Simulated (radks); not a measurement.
# Rh³⁺ in [Kr] 4d5 5d1: an all-electron calculation

Wanted: eigenvalues, radial structure and energy terms of the rhodium ion Rh3+.

Program: radks (a radial shooting solver on a logarithmic mesh, Libxc functionals) version 1. Level of theory: scalar-relativistic Kohn-Sham, LDA (Slater exchange, VWN5 correlation), spin-polarised, spherical densities, point nucleus; open shells are filled with parallel spins first. These are calculated values, not measurements, unless marked.

### Step 1. What is computed

* element: rhodium (Z = 45)
* charge: +3
* electrons: 42
* configuration: [Kr] 4d5 5d1

Outer shells as boxes (Hund's rule):

Rh³⁺
```
[Kr] core
4d [↑ ][↑ ][↑ ][↑ ][↑ ]
5d [↑ ][  ][  ][  ][  ]
```

### Step 2. The run

Settings of this run:

```text
Z 45
configuration [Kr] 4d5 5d1 5s0 5p0 4f0 6d0
relativity scalar-relativistic
functional lda,vwn5
spin polarised
nucleus point
c 137.035999084
```

Launch:

```sh
$ python run_ks.py task.json out
```

This one command runs every case of the session in turn.

**Question.** What will this run give?

The runs gave:

| quantity | value |
| --- | --- |
| total energy | -4776.46650 hartree |
| exchange-correlation share of it | 2.77 % |
| −T/E | 1.0354 |
| highest occupied level | 5d up, -16.819 eV |
| most extended occupied level | 5d up, <r> = 3.64 bohr |
| radius at density 0.001 e/bohr³ | 4.42 bohr |
| maxima of the radial density | 4 |

The radial density shows 4 maxima for 5 occupied principal shells; where shells overlap, one shows as a shoulder or not at all. −T/E is 1.035: with relativity the kinetic term as defined here no longer equals −E. This is not the tabulated ground configuration, so its levels and sizes aren't those of the ground state, and no measured value stands beside it.
